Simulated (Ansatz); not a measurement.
**GaBHCl (triplet): wave-function methods side by side at distance Ga2–Cl3 = 5.582 Å, cc-pVDZ**

The task here is to estimate one member of a computed series from the others.

The runs use Ansatz 0.2.0, Gaussian basis; cc-pVDZ, core rule «outside noble gas», up to 20 orbitals frozen.

The runs, in order: UHF; CCSD(T) on ROHF; BCCD(T) on ROHF; CISD; CASSCF and MRCISD+Q, 4 electrons in 4 orbitals; CASSCF and NEVPT2, 4 electrons in 4 orbitals.

40 further runs of the same task are left out: 1 for a known fault of the program, 34 that didn't finish, 5 set aside as unsound or not needed.

### What is computed

The geometry derives from a PBE0/def2-TZVP stationary point (not a proven minimum). One bond is set to the value named and the two fragments are kept rigid. No spin-orbit coupling is included. The filled d shell of Ga may be among the frozen orbitals whatever the setting's name suggests; the logs give the count.

4 atoms, charge 0, spin multiplicity 3.

Atoms are counted from 1 here; the program's logs count them from 0.

Bond lengths: B1–Ga2 1.909 Å, B1–H4 1.183 Å. Angles: Ga2–B1–H4 148.6°.

Set-up of the first run:

in.yaml reads:

```yaml
crystal:
  periodic: [false, false, false]
  atoms:
    - {symbol: B, position_ang: [0.000000, -0.188245, 2.037165]}
    - {symbol: Ga, position_ang: [0.000000, 0.252710, 0.180225]}
    - {symbol: Cl, position_ang: [0.000000, -0.242761, -5.379742]}
    - {symbol: H, position_ang: [0.000000, 0.178296, 3.162352]}
basis:
  gaussian: {orbitals: cc-pVDZ}
magnetization: {spin_polarized: true, initial_magnetization: 2}
hamiltonian: {xc: hf}
output: {orbitals: {seedname: orbitals}}
```

Launch:

```sh
$ ansatz run in.yaml --threads 1 --pin off --events-out ev --progress --plain --max-ram 2393MiB
```

Steps of the session up to this table: UHF; CCSD(T) on ROHF; BCCD(T) on ROHF; CISD; CASSCF and MRCISD+Q, 4 electrons in 4 orbitals; CASSCF and NEVPT2, 4 electrons in 4 orbitals.

One table of the session follows, with a row left open; its other results are not shown here.

It belongs to the step «Misses and costs». 

```
  method  from RCCSD(T) (kcal/mol)
    ROHF                   +172.85
    RMP2                    +35.20
   RCCSD                         ?
RCCSD(T)                         0
 BCCD(T)                     +0.17
```

Q: Estimate the row for RCCSD from the others.

The run gave: from RCCSD(T) (kcal/mol): +3.69. In the column «from RCCSD(T) (kcal/mol)» it lies between BCCD(T) (+0.17) and RMP2 (+35.20).

Not comparable, so not listed: CISD; CASSCF and NEVPT2, 4 electrons in 4 orbitals (they don't share determinant, frozen orbitals or solution with the rows shown, or repeat one).

Left out of the table: CASSCF pair, MRCISD pair, MRCISD+Q pair (the active space lost an orbital or holds another state than full CI finds).

To keep in mind: Warnings in the runs' records: passed over end.
